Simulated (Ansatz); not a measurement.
# CH₆SeSi: a ladder of functionals and wavefunction methods

An exercise on one series of results from a longer session: the logs are not shown, and one member is left open.

Program: Ansatz 0.2.0, Gaussian basis. Level of theory: functionals in def2-TZVPP, the program's frozen cores in correlated methods. These are calculated values, not measurements.

Levels to be run: LDA (SPW92), PBE-D4, revPBE-D4, BLYP-D4, r2SCAN-D4, B97M-V, PBE0-D4, B3LYP-D4, r2SCANh-D4, r2SCAN0-D4, HSE06-D4, BHLYP-D4, CAM-B3LYP-D4, LC-ωPBE, ωB97X-V, ωB97M-V, B2PLYP, PBE-QIDH; CCSD(T)/def2-SVP; CCSD(T)/def2-TZVPP; MP2/def2-QZVPP; extrapolation to the limit; RPA on PBE.

**The relaxed structure**

An earlier PBE0-D4 in a triple-zeta def2 set relaxation fixed the geometry.

SMILES `[SiH3]C[SeH]`, 9 atoms, charge 0, spin multiplicity 1.

Atoms are counted from 1 here; the program's logs count them from 0.

Bond lengths: Si1–C2 1.874 Å, Si1–H4 1.484 Å, Si1–H5 1.490 Å, Si1–H6 1.487 Å, C2–Se3 1.957 Å, C2–H7 1.092 Å, C2–H8 1.090 Å, Se3–H9 1.470 Å. Angles: C2–Si1–H4 109.8°, C2–Si1–H5 110.5°, C2–Si1–H6 109.2°, H4–Si1–H5 109.3°, H4–Si1–H6 109.4°, H5–Si1–H6 108.6°, Si1–C2–Se3 111.3°, Si1–C2–H7 110.1°, Si1–C2–H8 112.8°, Se3–C2–H7 104.8°, Se3–C2–H8 109.6°, H7–C2–H8 107.9°, C2–Se3–H9 95.5°.

As a file:

```
Si   -0.8886   -0.0227   -0.6160
C     0.8864    0.2753   -0.0940
Se    1.3616   -0.8145    1.4605
H    -1.0657   -1.4424   -1.0095
H    -1.2487    0.8558   -1.7643
H    -1.7921    0.2898    0.5229
H     1.5686   -0.0507   -0.8822
H     1.0950    1.3243    0.1173
H     0.1721   -0.4613    2.2482
```

The first run:

File in.yaml:

```yaml
crystal:
  periodic: [false, false, false]
  atoms:
    - {symbol: Si, position_ang: [-0.888567, -0.022692, -0.615960]}
    - {symbol: C, position_ang: [0.886364, 0.275266, -0.094032]}
    - {symbol: Se, position_ang: [1.361629, -0.814525, 1.460462]}
    - {symbol: H, position_ang: [-1.065696, -1.442431, -1.009482]}
    - {symbol: H, position_ang: [-1.248710, 0.855842, -1.764279]}
    - {symbol: H, position_ang: [-1.792109, 0.289818, 0.522920]}
    - {symbol: H, position_ang: [1.568585, -0.050651, -0.882247]}
    - {symbol: H, position_ang: [1.094990, 1.324316, 0.117264]}
    - {symbol: H, position_ang: [0.172113, -0.461343, 2.248153]}
basis:
  gaussian: {orbitals: def2-TZVPP}
hamiltonian: {xc: lda}
output: {orbitals: {seedname: orbitals}}
```

Run with:

```
$ ansatz run in.yaml --threads 2 --pin off --events-out ev --progress --plain --max-ram 4352MiB
```

Among the steps run: LDA; PBE-D4 (GGA); revPBE-D4 (GGA); BLYP-D4 (GGA); r2SCAN-D4 (meta-GGA); B97M-V (meta-GGA); PBE0-D4 (hybrid); B3LYP-D4 (hybrid); r2SCANh-D4 (hybrid); r2SCAN0-D4 (hybrid); HSE06-D4 (hybrid); BHLYP-D4 (hybrid); CAM-B3LYP-D4 (range-separated); LC-ωPBE (range-separated); ωB97X-V (range-separated); ωB97M-V (range-separated); B2PLYP (double hybrid); PBE-QIDH (double hybrid).

One table of the session follows, with a row left open; its other results are not shown here.

It belongs to the step «Frontier levels by functional». 

| functional | HOMO (eV) | gap (eV) |
| --- | --- | --- |
| LDA (SPW92) | -5.59 | 4.24 |
| PBE-D4 | -5.46 | 4.30 |
| revPBE-D4 | -5.41 | 4.34 |
| BLYP-D4 | ? | ? |
| r2SCAN-D4 | -5.71 | 4.84 |
| B97M-V | -5.83 | 4.85 |
| PBE0-D4 | -6.60 | 6.32 |
| B3LYP-D4 | -6.37 | 5.86 |
| r2SCANh-D4 | -6.13 | 5.58 |
| r2SCAN0-D4 | -6.77 | 6.67 |
| HSE06-D4 | -6.21 | 5.55 |
| BHLYP-D4 | -7.61 | 8.18 |
| CAM-B3LYP-D4 | -7.90 | 8.62 |
| LC-ωPBE | -9.27 | 11.18 |
| ωB97X-V | -8.92 | 10.66 |
| ωB97M-V | -8.80 | 10.26 |

**Question.** Estimate the row for BLYP-D4.

Worked estimate for «HOMO (eV)». Against the share of exact exchange, B3LYP-D4 (0.2, -6.37), BHLYP-D4 (0.5, -7.61) give a slope of -4.13 per unit share; at 0 the line stands at -5.54.

**Answer.** HOMO (eV): -5.30; gap (eV): 4.25. In «HOMO (eV)» the line misses by -0.24.
